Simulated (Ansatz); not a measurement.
# Si12HO24: the cost of one run

Computed with Ansatz 0.2.0 (DFT PBE+D3(BJ), scalar-relativistic, plane waves, PAW, unless a step's input says otherwise).

**1. Starting point**

It takes space group P1 (No. 1, triclinic). Conventional cell: a = 9.832 Å, b = 9.832 Å, c = 10.818 Å, α = 90.00°, β = 90.00°, γ = 120.00°. Si (site symmetry 1) has 4 O at 1.62 to 1.63 Å as nearest neighbours. O (site symmetry 1) has 2 Si at 1.62 to 1.63 Å as nearest neighbours. Around O (site symmetry 1) lie 2 Si at 1.62 Å. Around O (site symmetry 1) lie 1 H at 0.98 Å. Only part of the 74 independent sites is listed.

Structure file:

```
CELL_PARAMETERS angstrom
9.83160 0.00000 0.00000
-4.91580 8.51442 0.00000
0.00000 0.00000 10.81820
ATOMIC_POSITIONS crystal
Si 0.27091 0.00944 0.16550
Si 0.99856 0.25925 0.33637
Si 0.22933 0.23504 0.99739
O 0.05860 0.18518 0.44266
O 0.29100 0.36665 0.10583
O 0.13986 0.42674 0.28700
O 0.20098 0.07202 0.05775
O 0.40663 0.37046 0.36153
O 0.43265 0.15393 0.22174
Si 0.25370 0.99438 0.68573
Si 0.99431 0.26059 0.82640
Si 0.20833 0.19465 0.51533
O 0.06371 0.20181 0.93799
O 0.29612 0.36022 0.59451
O 0.13300 0.42064 0.76628
O 0.14410 0.05346 0.61928
O 0.36189 0.29747 0.88893
O 0.42737 0.13829 0.72276
Si 0.26215 0.49759 0.17186
Si 0.00711 0.77124 0.32831
Si 0.22354 0.72729 0.00550
O 0.06984 0.70057 0.43567
O 0.29760 0.87258 0.10479
O 0.14592 0.93956 0.27920
O 0.19259 0.56569 0.06918
O 0.37255 0.80406 0.39559
O 0.42818 0.64217 0.22065
Si 0.26694 0.49253 0.65932
Si 0.99649 0.75556 0.84437
Si 0.23417 0.73800 0.49996
O 0.04846 0.68117 0.95653
O 0.28315 0.87212 0.60503
O 0.15738 0.91483 0.81137
O 0.21075 0.57530 0.55681
O 0.34646 0.77304 0.89053
O 0.42976 0.62465 0.72306
Si 0.76792 0.00277 0.16378
Si 0.51505 0.29097 0.32639
Si 0.73548 0.23561 0.99475
O 0.56750 0.21997 0.44184
O 0.81147 0.37133 0.09998
O 0.67410 0.44153 0.27610
O 0.70480 0.07084 0.05440
O 0.85988 0.28539 0.39199
O 0.93376 0.13888 0.21914
Si 0.75003 0.99455 0.66432
Si 0.49888 0.26944 0.83240
Si 0.72707 0.23407 0.49922
O 0.56888 0.20975 0.94328
O 0.79694 0.36519 0.60909
O 0.63625 0.43348 0.77449
O 0.68561 0.06528 0.55787
O 0.85949 0.29280 0.88103
O 0.91655 0.12769 0.71992
Si 0.78748 0.50967 0.15735
Si 0.50148 0.77123 0.33065
Si 0.73061 0.73211 0.99894
O 0.56894 0.69340 0.43072
O 0.79194 0.86293 0.10843
O 0.63998 0.93597 0.27617
O 0.70678 0.56830 0.05478
O 0.86888 0.79646 0.38702
O 0.95056 0.65389 0.20975
Si 0.76900 0.50175 0.66626
Si 0.48924 0.75492 0.83325
Si 0.73597 0.73346 0.49493
O 0.56444 0.70114 0.94373
O 0.78059 0.86180 0.60293
O 0.62066 0.92217 0.77498
O 0.71032 0.57133 0.55464
O 0.86155 0.79387 0.88926
O 0.93329 0.63874 0.72500
H 0.46868 0.48258 0.38186
H 0.27979 0.14422 0.45335
```

The structure rests on an entry of the Crystallography Open Database; cell or positions may have been set otherwise for this series.

**2. Single point: Si24H2O48 defect cell, no spin**

The input, input.yaml:

```yaml
crystal:
  lattice:
    - [9.8316, 0.0, 0.0]
    - [-4.9158, 8.51441536, 0.0]
    - [0.0, 0.0, 10.8182]
  atoms:
    - { symbol: Si, position: [0.27090991, 0.00943918, 0.16550271] }
    - { symbol: Si, position: [0.99855819, 0.25925143, 0.33636945] }
    - { symbol: Si, position: [0.22933137, 0.23503529, 0.99738881] }
    - { symbol: O, position: [0.05859949, 0.18517759, 0.44265895] }
    - { symbol: O, position: [0.29100201, 0.3666465, 0.1058264] }
    - { symbol: O, position: [0.13985985, 0.42674249, 0.2869976] }
    - { symbol: O, position: [0.20098351, 0.072017, 0.05774872] }
    - { symbol: O, position: [0.40662984, 0.37046275, 0.36153483] }
    - { symbol: O, position: [0.43265149, 0.15392501, 0.22174048] }
    - { symbol: Si, position: [0.25369996, 0.99437982, 0.68573015] }
    - { symbol: Si, position: [0.99430889, 0.26058593, 0.82639631] }
    - { symbol: Si, position: [0.20832699, 0.19465358, 0.51533113] }
    - { symbol: O, position: [0.0637104, 0.2018104, 0.93798568] }
    - { symbol: O, position: [0.29612095, 0.3602216, 0.59450641] }
    - { symbol: O, position: [0.1329963, 0.42063657, 0.7662825] }
    - { symbol: O, position: [0.14409594, 0.05346281, 0.61928378] }
    - { symbol: O, position: [0.36189471, 0.29746961, 0.88893061] }
    - { symbol: O, position: [0.42736682, 0.13829336, 0.72276065] }
    - { symbol: Si, position: [0.26214916, 0.49759118, 0.17186159] }
    - { symbol: Si, position: [0.00710923, 0.77123729, 0.32831486] }
    - { symbol: Si, position: [0.22354109, 0.72728962, 0.00549562] }
    - { symbol: O, position: [0.06984227, 0.70057486, 0.43567037] }
    - { symbol: O, position: [0.29760326, 0.87258005, 0.10479488] }
    - { symbol: O, position: [0.1459163, 0.9395625, 0.27919798] }
    - { symbol: O, position: [0.19259347, 0.56569275, 0.06917712] }
    - { symbol: O, position: [0.37254831, 0.80406332, 0.39559021] }
    - { symbol: O, position: [0.42818226, 0.64216913, 0.22065372] }
    - { symbol: Si, position: [0.26694344, 0.4925265, 0.65932113] }
    - { symbol: Si, position: [0.99649256, 0.75556261, 0.84437233] }
    - { symbol: Si, position: [0.23416628, 0.73799752, 0.49996156] }
    - { symbol: O, position: [0.04846288, 0.68117125, 0.95653327] }
    - { symbol: O, position: [0.28315089, 0.87211612, 0.60503124] }
    - { symbol: O, position: [0.15737681, 0.91483177, 0.81137221] }
    - { symbol: O, position: [0.21074645, 0.57530197, 0.556815] }
    - { symbol: O, position: [0.34646495, 0.77303806, 0.89052848] }
    - { symbol: O, position: [0.42975875, 0.62464956, 0.72305921] }
    - { symbol: Si, position: [0.76791836, 0.00277258, 0.16377682] }
    - { symbol: Si, position: [0.51504538, 0.29097177, 0.32638919] }
    - { symbol: Si, position: [0.73548288, 0.23560657, 0.99475449] }
    - { symbol: O, position: [0.56749952, 0.21996899, 0.44184141] }
    - { symbol: O, position: [0.81147478, 0.37132648, 0.09997513] }
    - { symbol: O, position: [0.67410225, 0.44152871, 0.27610493] }
    - { symbol: O, position: [0.70480243, 0.07083918, 0.05440394] }
    - { symbol: O, position: [0.8598764, 0.28539166, 0.39199297] }
    - { symbol: O, position: [0.93376359, 0.13887969, 0.21914458] }
    - { symbol: Si, position: [0.7500254, 0.99454861, 0.66431771] }
    - { symbol: Si, position: [0.49887917, 0.26943743, 0.83239937] }
    - { symbol: Si, position: [0.7270726, 0.23406851, 0.49921505] }
    - { symbol: O, position: [0.56887863, 0.20974787, 0.94327992] }
    - { symbol: O, position: [0.79694248, 0.3651871, 0.60908981] }
    - { symbol: O, position: [0.63625057, 0.43348205, 0.77448816] }
    - { symbol: O, position: [0.68560669, 0.06527987, 0.557871] }
    - { symbol: O, position: [0.85948737, 0.29280123, 0.88102569] }
    - { symbol: O, position: [0.91654692, 0.12768618, 0.7199152] }
    - { symbol: Si, position: [0.78747838, 0.50967473, 0.15735284] }
    - { symbol: Si, position: [0.50148114, 0.77123377, 0.33064608] }
    - { symbol: Si, position: [0.73060586, 0.7321122, 0.99893578] }
    - { symbol: O, position: [0.56893963, 0.6934002, 0.43072309] }
    - { symbol: O, position: [0.79194155, 0.86292716, 0.10842923] }
    - { symbol: O, position: [0.63997688, 0.93597481, 0.27617409] }
    - { symbol: O, position: [0.70678049, 0.56829676, 0.05477969] }
    - { symbol: O, position: [0.86887711, 0.79645784, 0.38701535] }
    - { symbol: O, position: [0.95055965, 0.65389007, 0.20975456] }
    - { symbol: Si, position: [0.76899768, 0.50175342, 0.66625993] }
    - { symbol: Si, position: [0.48924221, 0.7549201, 0.83324598] }
    - { symbol: Si, position: [0.73597028, 0.73346146, 0.49492752] }
    - { symbol: O, position: [0.56444351, 0.70114253, 0.94373227] }
    - { symbol: O, position: [0.78058819, 0.86180204, 0.60293221] }
    - { symbol: O, position: [0.6206643, 0.92216985, 0.77498327] }
    - { symbol: O, position: [0.71032277, 0.57133185, 0.55464265] }
    - { symbol: O, position: [0.8615482, 0.79386889, 0.88925653] }
    - { symbol: O, position: [0.93329055, 0.63873547, 0.72499861] }
    - { symbol: H, position: [0.46867949, 0.48257535, 0.3818611] }
    - { symbol: H, position: [0.27979314, 0.14421837, 0.45334768] }
scf:
  occupations: { method: gaussian, width: 0.02 }
output:
  stress: false
  eigenvalues: true
kpoints:
  mp_grid: { grid: [1, 1, 1] }
hamiltonian:
  xc: pbe
  dispersion: d3bj
```

On the command line:

```
$ ansatz run input.yaml --threads 4 --pin off --max-ram 20480MiB --backend cpu --events-out ev --progress --plain --runs-dir out
```

What time and memory should one allow on 4 threads of Intel Xeon 6975P-C (Granite Rapids), shared host?

About 2.3 s, with a peak of 1 GiB.
